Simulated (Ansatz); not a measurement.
**InO₂ (quartet): wave-function methods side by side, def2-SVP**

How much of the correlation energy of InO₂ (quartet) does each wave-function method recover here?

Computed with Ansatz 0.2.0, Gaussian basis. Level: def2-SVP, core rule «outside noble gas», up to 11 orbitals frozen.

The runs, in order: UHF; CCSD(T) on ROHF; CCSD(T) on UHF; BCCD(T) on ROHF; CISD; CCSDT(Q) on ROHF; CCSDT(Q) on UHF.

28 further runs of the same task are left out: 12 for a known fault of the program, 5 that didn't finish, 11 set aside as unsound or not needed.

## Step 1: What is computed

The geometry is a PBE0/def2-TZVP stationary point (not a proven minimum) of the parent state, kept for this charge and spin. No spin-orbit coupling is included. Elements past krypton take def2 core potentials.

3 atoms, charge 0, spin multiplicity 4.

Atoms are counted from 1 here; the program's logs count them from 0.

Bond lengths: In1–O2 1.862 Å, In1–O3 1.862 Å. Angles: O2–In1–O3 180.0°.

## Step 2: UHF

in.yaml

```yaml
crystal:
  periodic: [false, false, false]
  atoms:
    - {symbol: In, position_ang: [0.000000, 0.000000, 0.000000]}
    - {symbol: O, position_ang: [0.000000, 0.000000, -1.862345]}
    - {symbol: O, position_ang: [0.000000, 0.000000, 1.862345]}
basis:
  gaussian: {orbitals: def2-SVP}
magnetization: {spin_polarized: true, initial_magnetization: 3}
hamiltonian: {xc: hf}
output: {orbitals: {seedname: orbitals}}
```

On the command line:

```bash
> ansatz run in.yaml --threads 1 --pin off --events-out ev --progress --plain --max-ram 2393MiB
```

The runs that follow: CCSD(T) on ROHF; CCSD(T) on UHF; BCCD(T) on ROHF; CISD; CCSDT(Q) on ROHF; CCSDT(Q) on UHF.

Q: Predict the results of all the runs planned. Wanted: UCCSDT(Q) below the RHF energy; RMP2 from UCCSDT(Q); UMP2 from UCCSDT(Q); RCCSD from UCCSDT(Q); RCCSD(T) from UCCSDT(Q); UCCSD(T) from UCCSDT(Q); RCCSDT(Q) from UCCSDT(Q); T1 diagnostic.

The runs gave:

| quantity | value |
| --- | --- |
| UCCSDT(Q) below the RHF energy | -10.1172 eV |
| RMP2 from UCCSDT(Q) | +1005.4 meV |
| UMP2 from UCCSDT(Q) | +1062.5 meV |
| RCCSD from UCCSDT(Q) | +352.5 meV |
| RCCSD(T) from UCCSDT(Q) | +109.5 meV |
| UCCSD(T) from UCCSDT(Q) | +108.6 meV |
| RCCSDT(Q) from UCCSDT(Q) | +10.9 meV |
| levels within 1 kcal/mol (43 meV) | RCCSDT(Q) |
| T1 diagnostic | 0.030 |

RCCSD(T) misses by +109.5 meV, 1.1 % of the correlation energy. These misses are within one basis, not against nature; the frozen cores of restricted and unrestricted runs differ, which can shift their rows.
